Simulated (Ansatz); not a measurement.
# One shape, several levels: InBrCl2 (SMILES [Cl][In]([Cl])[Br])

Aim: a comparison of 6 runs (HF/3-21G, HF/def2-SVP, HF/def2-SVPD, r2SCAN/STO-3G, B3LYP/def2-SVP, PBE0/def2-SVP) of InBrCl2. 

The results are computed with Ansatz 0.2.0.

8 further runs of the same task are left out: 3 for a known fault of the program, 5 set aside as unsound or not needed.

### Step 1. The molecule

The species is InBrCl2 (4 atoms), meant as a singlet with charge 0. SMILES: `[Cl][In]([Cl])[Br]`. The coordinates come from a PBE0-D4/def2-TZVP relaxation.

Bond lengths: Cl1–In2 2.296 Å, In2–Cl3 2.296 Å, In2–Br4 2.430 Å. Angles: Cl1–In2–Cl3 118.7°, Cl1–In2–Br4 120.6°, Cl3–In2–Br4 120.6°.

### Step 2. Energy and forces at HF/3-21G (run 1)

run.yaml reads:

```yaml
crystal:
  periodic: [false, false, false]
  atoms:
    - {symbol: Cl, position_ang: [-1.793200, -1.082300, 0.954900]}
    - {symbol: In, position_ang: [0.016800, -0.031500, 0.010300]}
    - {symbol: Cl, position_ang: [2.125600, -0.670100, 0.656500]}
    - {symbol: Br, position_ang: [-0.293600, 1.723400, -1.642000]}
basis:
  gaussian:
    orbitals: 3-21G-spherical.json
hamiltonian:
  xc: hf
accuracy: high
output: {forces: true, orbitals: {seedname: orbitals}}
```

The basis set 3-21G is read from a file made from the Basis Set Exchange's data (not shown).

Run with:

```sh
$ ansatz run run.yaml --threads 1 --pin off --max-ram 2610MiB --events-out events.jsonl --progress --plain --runs-dir runs
```

The log of the run:

```text
Warning: RAYON_NUM_THREADS=1 ignored (pool sized by the plan → 1); use --threads N
Functional definition: HF
  name "HF"
  exchange = exact_x
  correlation = 0
1510 factors; integrals over basis functions are off by at most 5.2e-9 eV
mean field evaluation 1: about -250059.5326 eV, gradient 1.8e1 eV
mean field evaluation 2: about -250059.5928 eV, gradient 1.8e1 eV
mean field evaluation 4: about -250060.9043 eV, gradient 7.8e-1 eV
mean field evaluation 8: about -250060.9068 eV, gradient 4.9e-4 eV
mean field -250060.90679448 eV, -9189.5688273267 hartree, gradient 6.8e-8 eV, S^2 0.000000; 0 other end points of the search recorded, 0 dependent functions left out
the calculation of the forces begins
reference -250060.90679448 eV, -9189.5688273267 hartree; 59, 59 occupied and 20, 20 virtual orbitals, 1510 factors
Total energy: -250060.90679448 eV, -9189.5688273267 hartree
Atom 0 at    -1.793200    -1.082300     0.954900 Å, force    -1.219320    -0.715896     0.643810 eV/Å
Atom 1 at     0.016800    -0.031500     0.010300 Å, force    -0.066892     0.375529    -0.353570 eV/Å
Atom 2 at     2.125600    -0.670100     0.656500 Å, force     1.423911    -0.438087     0.442745 eV/Å
Atom 3 at    -0.293600     1.723400    -1.642000 Å, force    -0.137700     0.778454    -0.732984 eV/Å
Dipole moment:    -0.026796     0.151592    -0.142814 e Å
```

Run time: 5.4 s. Hardware: 1 thread of Arm Neoverse V2, shared host.

### Step 3. Energy and forces at HF/def2-SVP (core potential) (run 2)

input.yaml reads:

```yaml
crystal:
  periodic: [false, false, false]
  atoms:
    - {symbol: Cl, position_ang: [-1.793200, -1.082300, 0.954900]}
    - {symbol: In, position_ang: [0.016800, -0.031500, 0.010300]}
    - {symbol: Cl, position_ang: [2.125600, -0.670100, 0.656500]}
    - {symbol: Br, position_ang: [-0.293600, 1.723400, -1.642000]}
basis:
  gaussian: {orbitals: def2-SVP}
hamiltonian: {xc: hf}
accuracy: high
output: {forces: true, orbitals: {seedname: orbitals}}
```

Run with:

```sh
$ ansatz run input.yaml --threads 1 --pin off --max-ram 2610MiB --events-out events.jsonl --progress --plain --runs-dir runs
```

The log of the run:

```text
Warning: RAYON_NUM_THREADS=1 ignored (pool sized by the plan → 1); use --threads N
[... 4 set-up lines as earlier in the session ...]
1826 factors; integrals over basis functions are off by at most 4.6e-9 eV
mean field evaluation 1: about -100141.4536 eV, gradient 2.0e1 eV
mean field evaluation 2: about -100141.6106 eV, gradient 2.1e1 eV
mean field evaluation 4: about -100143.0349 eV, gradient 1.2e0 eV
mean field evaluation 8: about -100143.0540 eV, gradient 4.3e-5 eV
mean field evaluation 16: about -100143.0540 eV, gradient 1.3e-8 eV
mean field -100143.05403989 eV, -3680.1893565661 hartree, gradient 1.4e-8 eV, S^2 0.000000; 0 other end points of the search recorded, 0 dependent functions left out
the calculation of the forces begins
reference -100143.05403989 eV, -3680.1893565661 hartree; 45, 45 occupied and 49, 49 virtual orbitals, 1826 factors
Total energy: -100143.05403989 eV, -3680.1893565661 hartree
Atom 0 at    -1.793200    -1.082300     0.954900 Å, force    -0.443371    -0.257256     0.231204 eV/Å
Atom 1 at     0.016800    -0.031500     0.010300 Å, force    -0.014186     0.077926    -0.073284 eV/Å
Atom 2 at     2.125600    -0.670100     0.656500 Å, force     0.516955    -0.156432     0.158256 eV/Å
Atom 3 at    -0.293600     1.723400    -1.642000 Å, force    -0.059398     0.335761    -0.316176 eV/Å
Dipole moment:    -0.010858     0.061503    -0.057973 e Å
```

It took 6.9 s on 1 thread of Arm Neoverse V2, shared host.

Runs 3 to 5 aren't shown in full; the table further down has their settings and results.

### Step 4. Energy and gradient at PBE0/def2-SVP (core potential) (run 6)

in.yaml reads:

```yaml
crystal:
  periodic: [false, false, false]
  atoms:
    - symbol: Cl
      position_ang: [-1.793200, -1.082300, 0.954900]
    - symbol: In
      position_ang: [0.016800, -0.031500, 0.010300]
    - symbol: Cl
      position_ang: [2.125600, -0.670100, 0.656500]
    - symbol: Br
      position_ang: [-0.293600, 1.723400, -1.642000]
basis:
  gaussian:
    orbitals: def2-SVP
total_charge: 0
hamiltonian:
  xc: pbe0
accuracy: high
output:
  forces: true
  orbitals: {seedname: orbitals}
```

Run with:

```sh
$ ansatz run in.yaml --threads 1 --pin off --max-ram 2610MiB --events-out events.jsonl --progress --plain --runs-dir runs
```

The log of the run:

```text
Warning: RAYON_NUM_THREADS=1 ignored (pool sized by the plan → 1); use --threads N
Functional definition: PBE0
  name "PBE0"
  parameter a = 0.25
  parameter kappa = 0.804
  parameter beta = 0.06672455060314922
  exchange = (1 - a)*pbe_x(kappa = kappa, mu = beta*pi^2/3) + a*exact_x
  correlation = pbe_c(beta = beta)
1826 factors; integrals over basis functions are off by at most 4.6e-9 eV
mean field evaluation 1: about -100235.5828 eV, gradient 2.1e1 eV
mean field evaluation 2: about -100234.6951 eV, gradient 2.8e1 eV
mean field evaluation 4: about -100236.9232 eV, gradient 3.6e-1 eV
mean field evaluation 8: about -100236.9850 eV, gradient 5.6e-2 eV
mean field evaluation 16: about -100236.9850 eV, gradient 4.1e-6 eV
mean field -100236.98499977 eV, -3683.6412556727 hartree, gradient 2.4e-8 eV, S^2 0.000000; 0 other end points of the search recorded, 0 dependent functions left out
the calculation of the forces begins
reference -100236.98500278 eV, -3683.6412557836 hartree; 45, 45 occupied and 49, 49 virtual orbitals, 1826 factors
Total energy: -100236.98500278 eV, -3683.6412557836 hartree
Atom 0 at    -1.793200    -1.082300     0.954900 Å, force    -0.356288    -0.206800     0.185858 eV/Å
Atom 1 at     0.016800    -0.031500     0.010300 Å, force    -0.019555     0.108429    -0.102016 eV/Å
Atom 2 at     2.125600    -0.670100     0.656500 Å, force     0.415500    -0.125793     0.127253 eV/Å
Atom 3 at    -0.293600     1.723400    -1.642000 Å, force    -0.039657     0.224164    -0.211096 eV/Å
Dipole moment:    -0.011522     0.065251    -0.061486 e Å
```

It took 16 s on 1 thread of Arm Neoverse V2, shared host; peak memory 0.38 GiB.

### Step 5. All runs side by side

| run | level | core potential | energy (Eh) | dipole moment (D) | HOMO energy (eV) | LUMO energy (eV) | wall time |
| --- | --- | --- | --- | --- | --- | --- | --- |
| 1 | HF/3-21G | none | -9189.568827 | 1.01 | -11.95 | 0.13 | 5.4 s |
| 2 | HF/def2-SVP (core potential) | def2-SVP | -3680.189357 | 0.41 | -11.85 | 0.71 | 6.9 s |
| 3 | HF/def2-SVPD (core potential) | def2-SVPD | -3680.205499 | 0.50 | -12.00 | 0.04 | 14 s |
| 4 | r2SCAN/STO-3G | none | -9141.739759 | 1.20 | -4.87 | 0.26 | 17 s |
| 5 | B3LYP/def2-SVP (core potential) | def2-SVP | -3684.355153 | 0.41 | -8.50 | -3.02 | 16 s |
| 6 | PBE0/def2-SVP (core potential) | def2-SVP | -3683.641256 | 0.43 | -8.87 | -2.82 | 16 s |

### Step 6. What came out

| quantity | value |
| --- | --- |
| run 6: total energy | -3683.64126 Eh |
| run 6: dipole moment | 0.43 D |
| run 6: HOMO energy | -8.87 eV |
| run 6: LUMO energy | -2.82 eV |
| run 6: HOMO–LUMO gap | 6.05 eV |
| run 6: largest force on an atom | 0.452 eV/Å |

In words: The dipole moment (its size) runs from 0.41 D (HF/def2-SVP) to 1.20 D (r2SCAN/STO-3G). The two ends differ in method and basis and core potential. The HOMO–LUMO gap runs from 5.13 eV (r2SCAN/STO-3G) to 12.56 eV (HF/def2-SVP). Totals of different functionals can't be ranked against each other. Some runs of one species differ in core potentials or relativity; totals across that change don't compare. In run 4 the basis is minimal, so the values are rough. In runs 1, 4 relativity is left out where basis or elements ask for it. All runs together took 75 s, the longest 17 s.
